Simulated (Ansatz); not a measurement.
# BH2NaSe (SMILES [Na][BH][SeH]): single points off equilibrium

One table from this session's results is given with a row withheld; the runs are named, their logs left out.

The runs use Ansatz 0.2.0, Gaussian basis; single points in def2-TZVPP.

Cores are frozen in the correlated methods. Filled d shells of the heavier atoms are correlated. The outer core shell of Li, Na, Mg and K is correlated.

## Starting geometry

5 atoms, charge 0, spin multiplicity 1.

Atoms are counted from 1 here; the program's logs count them from 0.

Bond lengths: Na1–B2 2.354 Å, B2–Se3 1.897 Å, B2–H4 1.265 Å, Se3–H5 1.526 Å. Angles: Na1–B2–Se3 135.0°, Na1–B2–H4 123.6°, Se3–B2–H4 101.4°, B2–Se3–H5 100.8°.

As a file:

```xyz
5

Na   -2.0545   -0.2775    1.3339
B    -0.4339   -0.1179   -0.3664
Se    1.4280    0.2436   -0.4143
H    -0.6741   -0.3552   -1.5860
H     1.7248    0.4096    1.0738
```

The first run:

run/in.yaml

```yaml
crystal:
  periodic: [false, false, false]
  atoms:
    - {symbol: Na, position_ang: [-2.054549, -0.277543, 1.333865]}
    - {symbol: B, position_ang: [-0.433936, -0.117894, -0.366424]}
    - {symbol: Se, position_ang: [1.427999, 0.243625, -0.414302]}
    - {symbol: H, position_ang: [-0.674068, -0.355173, -1.586011]}
    - {symbol: H, position_ang: [1.724772, 0.409624, 1.073828]}
basis:
  gaussian: {orbitals: def2-TZVPP}
hamiltonian: {xc: pbe, dispersion: d4}
output: {forces: true}
```

The run is started by

```
ansatz run in.yaml --threads 2 --pin off --events-out ev --progress --plain --max-ram 3481MiB
```

Among the steps run: PBE-D4/def2-TZVPP; r2SCAN-D4/def2-TZVPP; PBE0-D4/def2-TZVPP; wB97M-V/def2-TZVPP; CCSD(T)/def2-TZVPP.

One of the session's tables, all rows but one given; the rest of the session is left out.

```
   method  RMS force component (eV/Å)  angle to CCSD(T) forces (°)  dipole (D)
   PBE-D4                       0.509                         11.3        5.92
r2SCAN-D4                           ?                            ?           ?
  PBE0-D4                       0.606                          8.6        6.66
  wB97M-V                       0.658                          6.5        6.96
  CCSD(T)                       0.648                    reference        6.98
```

Estimate the missing values for r2SCAN-D4.

The run gave: RMS force component (eV/Å): 0.599; angle to CCSD(T) forces (°): 8.6; dipole (D): 6.79. In the column «RMS force component (eV/Å)» it lies between PBE-D4 (0.509) and PBE0-D4 (0.606).
